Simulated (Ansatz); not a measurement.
# CH6FGeN: basis-set convergence

How large a basis does CH6FGeN need? Two functionals are run in growing sets.

The runs use Ansatz 0.2.0, Gaussian basis; one geometry, several basis sets.

Plan: PBE0-D4/def2-SVP; ωB97M-V/def2-SVP; PBE0-D4/def2-QZVPP; ωB97M-V/def2-QZVPP; the functionals' def2-TZVPP values are taken from earlier runs.

### 1 The geometry

The geometry comes from an earlier relaxation with PBE0-D4 in a triple-zeta def2 set; it is a stationary point, not always the lowest conformer.

SMILES `[CH3][GeH]([NH2])[F]`, 10 atoms, charge 0, spin multiplicity 1.

Atoms are counted from 1 here; the program's logs count them from 0.

Bond lengths: C1–Ge2 1.931 Å, C1–H5 1.090 Å, C1–H6 1.091 Å, C1–H7 1.091 Å, Ge2–N3 1.817 Å, Ge2–F4 1.757 Å, Ge2–H8 1.534 Å, N3–H9 1.010 Å, N3–H10 1.010 Å. Angles: Ge2–C1–H5 110.0°, Ge2–C1–H6 109.7°, Ge2–C1–H7 110.3°, H5–C1–H6 108.6°, H5–C1–H7 109.2°, H6–C1–H7 109.0°, C1–Ge2–N3 110.4°, C1–Ge2–F4 105.4°, C1–Ge2–H8 117.1°, N3–Ge2–F4 110.7°, N3–Ge2–H8 108.4°, F4–Ge2–H8 104.6°, Ge2–N3–H9 115.8°, Ge2–N3–H10 115.9°, H9–N3–H10 109.3°.

### 2 PBE0-D4 in def2-SVP

in.yaml reads:

```yaml
crystal:
  periodic: [false, false, false]
  atoms:
    - {symbol: C, position_ang: [-0.858050, 1.183454, -0.175356]}
    - {symbol: Ge, position_ang: [0.061948, -0.490192, -0.462797]}
    - {symbol: N, position_ang: [1.406950, -0.687312, 0.742834]}
    - {symbol: F, position_ang: [-1.156737, -1.736815, -0.243512]}
    - {symbol: H, position_ang: [-1.695913, 1.271830, -0.867003]}
    - {symbol: H, position_ang: [-1.243542, 1.220578, 0.844624]}
    - {symbol: H, position_ang: [-0.176585, 2.021076, -0.327890]}
    - {symbol: H, position_ang: [0.628621, -0.744281, -1.865913]}
    - {symbol: H, position_ang: [1.965822, -1.522462, 0.645919]}
    - {symbol: H, position_ang: [1.150783, -0.566976, 1.712195]}
basis:
  gaussian: {orbitals: def2-SVP}
hamiltonian: {xc: pbe0, dispersion: d4}
output: {orbitals: {seedname: orbitals}}
```

On the command line:

```console
> ansatz run in.yaml --threads 4 --pin off --events-out ev --progress --plain --max-ram 10444MiB
```

The log of the run:

```text
Functional definition: PBE0
  name "PBE0"
  cite "Adamo & Barone, J. Chem. Phys. 110, 6158 (1999) doi:10.1063/1.478522"
  cite "Perdew, Burke & Ernzerhof, Phys. Rev. Lett. 77, 3865 (1996) doi:10.1103/PhysRevLett.77.3865"
  parent pbe
  parameter a = 0.25
  parameter kappa = 0.804
  parameter beta = 0.06672455060314922
  exchange = (1 - a)*pbe_x(kappa = kappa, mu = beta*pi^2/3) + a*exact_x
  correlation = pbe_c(beta = beta)
1043 factors; integrals over basis functions are off by at most 1.3e-3 eV
mean field evaluation 1: about -61828.4088 eV, gradient 6.8e1 eV
mean field evaluation 2: about -61821.2720 eV, gradient 8.9e1 eV
mean field evaluation 4: about -61837.4932 eV, gradient 3.3e0 eV
mean field evaluation 8: about -61837.6360 eV, gradient 2.2e-1 eV
mean field evaluation 16: about -61837.6360 eV, gradient 2.7e-5 eV
mean field -61837.63604136 eV, -2272.4912094649 hartree, gradient 2.7e-5 eV, S^2 0.000000; 0 other end points of the search recorded, 0 dependent functions left out
reference -61837.63606755 eV, -2272.4912104275 hartree; 30, 30 occupied and 74, 74 virtual orbitals, 1043 factors
Total energy: -61837.77718794 eV, -2272.4963965061 hartree
```

Run time: 1.1 s. Hardware: 4 threads of Arm Neoverse V1, shared host.

### 3 ωB97M-V in def2-SVP

in.yaml: that of step 2 with these lines changed.

```diff
@@ -15,3 +15,3 @@
   gaussian: {orbitals: def2-SVP}
-hamiltonian: {xc: pbe0, dispersion: d4}
+hamiltonian: {xc: {name: wB97M-V}}
 output: {orbitals: {seedname: orbitals}}
```

Same command.

The log of the run (excerpt; [...] marks lines left out):

```text
Functional definition: wB97M-V
  name "wB97M-V"
  cite "Mardirossian & Head-Gordon, J. Chem. Phys. 144, 214110 (2016) doi:10.1063/1.4952647"
  cite "Becke, J. Chem. Phys. 107, 8554 (1997) doi:10.1063/1.475007"
  cite "Vydrov & Van Voorhis, J. Chem. Phys. 133, 244103 (2010) doi:10.1063/1.3521275"
  # Of w^i u^j: cxij and so on, Table III.
[...]
  gx(w, u) = 1 - cx + cx01*u + cx10*w
  gss(w, u) = css00 + css04*u^4 + css10*w + css20*w^2 + css43*w^4*u^3
  gos(w, u) = cos00 + cos10*w + (cos20 + cos21*u)*w^2 + (cos60 + cos61*u)*w^6
[...]
      + integral(e_c_pw_mod_opposite_spin*gos(b97_w_opposite, b97_u_opposite)) + vv10(b, c)
1043 factors; integrals over basis functions are off by at most 1.3e-3 eV
283 factors; integrals over basis functions are off by at most 7.5e-6 eV
[...]
mean field -61845.07403790 eV, -2272.7645507960 hartree, gradient 3.4e-5 eV, S^2 0.000000; 0 other end points of the search recorded, 0 dependent functions left out
reference -61845.07407743 eV, -2272.7645522485 hartree; 30, 30 occupied and 74, 74 virtual orbitals, 1043 factors
Total energy: -61845.07407743 eV, -2272.7645522485 hartree
```

It took 4.4 s on 4 threads of Arm Neoverse V1, shared host; peak memory 0.32 GiB.

### 4 PBE0-D4 in def2-QZVPP

in.yaml: that of step 3 with these lines changed.

```diff
@@ -14,4 +14,4 @@
 basis:
-  gaussian: {orbitals: def2-SVP}
-hamiltonian: {xc: {name: wB97M-V}}
+  gaussian: {orbitals: "def2-QZVPP.json"}
+hamiltonian: {xc: pbe0, dispersion: d4}
 output: {orbitals: {seedname: orbitals}}
```

The command is unchanged.

The log of the run:

```text
Functional definition: PBE0
  name "PBE0"
  cite "Adamo & Barone, J. Chem. Phys. 110, 6158 (1999) doi:10.1063/1.478522"
  cite "Perdew, Burke & Ernzerhof, Phys. Rev. Lett. 77, 3865 (1996) doi:10.1103/PhysRevLett.77.3865"
  parent pbe
  parameter a = 0.25
  parameter kappa = 0.804
  parameter beta = 0.06672455060314922
  exchange = (1 - a)*pbe_x(kappa = kappa, mu = beta*pi^2/3) + a*exact_x
  correlation = pbe_c(beta = beta)
1469 factors; their error is unknown
mean field evaluation 1: about -61840.5136 eV, gradient 8.3e1 eV
mean field evaluation 2: about -61828.6176 eV, gradient 1.1e2 eV
mean field evaluation 4: about -61852.7119 eV, gradient 5.5e0 eV
mean field evaluation 8: about -61852.7737 eV, gradient 2.6e-1 eV
mean field evaluation 16: about -61852.9161 eV, gradient 1.7e-4 eV
mean field -61852.91613146 eV, -2273.0527424188 hartree, gradient 1.3e-5 eV, S^2 0.000000; 0 other end points of the search recorded, 0 dependent functions left out
reference -61852.91616739 eV, -2273.0527437392 hartree; 30, 30 occupied and 410, 410 virtual orbitals, 1469 factors
Total energy: -61853.05728778 eV, -2273.0579298178 hartree
```

Wall time 7.5 s (4 threads of Arm Neoverse V1, shared host); peak memory 1.5 GiB.

### 5 ωB97M-V in def2-QZVPP

in.yaml: that of step 4 with these lines changed.

```diff
@@ -15,3 +15,3 @@
   gaussian: {orbitals: "def2-QZVPP.json"}
-hamiltonian: {xc: pbe0, dispersion: d4}
+hamiltonian: {xc: {name: wB97M-V}}
 output: {orbitals: {seedname: orbitals}}
```

Same command.

The log of the run (excerpt; [...] marks lines left out):

```text
Functional definition: wB97M-V
  name "wB97M-V"
  cite "Mardirossian & Head-Gordon, J. Chem. Phys. 144, 214110 (2016) doi:10.1063/1.4952647"
  cite "Becke, J. Chem. Phys. 107, 8554 (1997) doi:10.1063/1.475007"
  cite "Vydrov & Van Voorhis, J. Chem. Phys. 133, 244103 (2010) doi:10.1063/1.3521275"
  # Of w^i u^j: cxij and so on, Table III.
[...]
  gx(w, u) = 1 - cx + cx01*u + cx10*w
  gss(w, u) = css00 + css04*u^4 + css10*w + css20*w^2 + css43*w^4*u^3
  gos(w, u) = cos00 + cos10*w + (cos20 + cos21*u)*w^2 + (cos60 + cos61*u)*w^6
[...]
      + integral(e_c_pw_mod_opposite_spin*gos(b97_w_opposite, b97_u_opposite)) + vv10(b, c)
1457 factors; their error is unknown
343 factors; integrals over basis functions are off by at most 6.5e-6 eV
[...]
mean field -61860.52108372 eV, -2273.3322192594 hartree, gradient 1.3e-5 eV, S^2 0.000000; 0 other end points of the search recorded, 0 dependent functions left out
reference -61860.52114170 eV, -2273.3322213901 hartree; 30, 30 occupied and 410, 410 virtual orbitals, 1457 factors
Total energy: -61860.52114170 eV, -2273.3322213901 hartree
```

It took 18 s on 4 threads of Arm Neoverse V1, shared host; peak memory 1.8 GiB.

### 6 Functionals by basis

The def2-TZVPP values come from earlier runs at the same geometry.

| functional | basis | functions | energy (eV) | from the largest (eV) | HOMO (eV) | LUMO (eV) |
| --- | --- | --- | --- | --- | --- | --- |
| PBE0-D4 | def2-SVP | 104 | -61837.7772 | 15.280 | -7.61 | 1.37 |
| PBE0-D4 | def2-TZVPP | 225 | -61851.5044 | 1.553 | -7.84 | 0.76 |
| PBE0-D4 | def2-QZVPP | 440 | -61853.0573 | 0.000 | -7.90 | 0.40 |
| ωB97M-V | def2-SVP | 104 | -61845.0741 | 15.447 | -10.03 | 3.04 |
| ωB97M-V | def2-TZVPP | 225 | -61859.0136 | 1.508 | -10.27 | 2.21 |
| ωB97M-V | def2-QZVPP | 440 | -61860.5211 | 0.000 | -10.33 | 1.62 |

### 7 Outcome

```
                                       quantity           value
PBE0-D4: double and triple zeta above quadruple  15.28, 1.55 eV
ωB97M-V: double and triple zeta above quadruple  15.45, 1.51 eV
```

What this shows: For PBE0-D4 the step from double to triple zeta gains 13.73 eV and the next only 1.55 eV. Total energies overstate the basis error of differences, where much of it tends to cancel. The LUMO of ωB97M-V is positive and keeps falling with the basis (3.04 to 1.62 eV): an unbound level that the basis holds in place.

For PBE0-D4 the largest set took about 7 times as long as the smallest (7.5 s against 1.1 s).
